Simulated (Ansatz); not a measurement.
# AlH₅OSi₂, SMILES [SiH3][Al]1[O][SiH2]1: a ladder of methods at one geometry

Program: Ansatz's Python interface.

Script `alh5osi2.py`:
```python
"""One geometry of AlH5OSi2, method by method."""

from pathlib import Path

import ansatz as az
import numpy as np

config = {
    "basis_set": "cc-pVDZ",
}

GEOMETRY = """
Si   -0.58980    1.55280   -1.20740
Al    0.30650   -0.45000   -0.52130
O     1.63120   -1.39320    0.27720
Si    0.47510   -1.69430    1.42450
H    -1.76870    1.32330   -2.13600
H    -1.11060    2.35840   -0.04390
H     0.40310    2.39340   -1.92460
H     0.01880   -3.09570    1.36230
H     0.72280   -1.04110    2.75200
"""

molecule = az.Crystal.molecule()
for line in GEOMETRY.strip().splitlines():
    symbol, *xyz = line.split()
    molecule = molecule.atom(symbol, [float(v) for v in xyz])

setup = molecule.calculation().basis(gaussian=config["basis_set"])

print("functional    E (Ha)        dipole (D)   HOMO (eV)  LUMO (eV)")
for name in ["revpbe", "lda", "cam_b3lyp", "lc_wpbe"]:
    rep = setup.functional(name).forces().orbitals().run(threads=1, backend="cpu", runs_dir="runs").report
    lines = Path(rep["orbitals_path"]).read_text().splitlines()
    field_of = lambda key: [line.split("=")[1].strip() for line in lines if line.startswith(key)]
    orbitals = [(27.211386 * float(e), s, float(n)) for e, s, n in zip(field_of("Ene="), field_of("Spin="), field_of("Occup="))]
    homo = max(e for e, _, n in orbitals if n > 0.5)
    lumo = min(e for e, _, n in orbitals if n < 0.5)
    dipole = 4.803205 * np.linalg.norm(rep["charge_distribution"]["dipole_moment_e_ang"])
    print(f"{name:10s} {rep['free_energy_ev'] / 27.211386246:14.6f} {dipole:9.3f} {homo:11.3f} {lumo:10.3f}")
```

```console
$ python alh5osi2.py
functional    E (Ha)        dipole (D)   HOMO (eV)  LUMO (eV)
revpbe        -899.424104     2.063      -4.300     -3.195
lda           -895.666616     2.148      -4.428     -3.423
cam_b3lyp     -899.598193     2.304      -6.428     -1.517
lc_wpbe       -899.296480     2.358      -7.662     -0.497
```

Notes:
- Total energies depend on the basis set; only differences at equal settings carry meaning.
- The geometry is a force-field or estimated start, not a minimum of this method, and the basis set is short of its limit. A lower total doesn't mark the better method: functionals have no common bound, and MP2 and coupled cluster aren't variational.
- Levels such as HOMO and LUMO are orbital energies: with these approximate functionals they aren't the ionisation energy and electron affinity, and their gap isn't the fundamental gap.
- For Al to Cl the sets with a tight d function, cc-pV(X+d)Z, are usual.
- It ran for 18 s on 1 thread of Arm Neoverse V1 (shared host), peak memory 0.28 GiB.
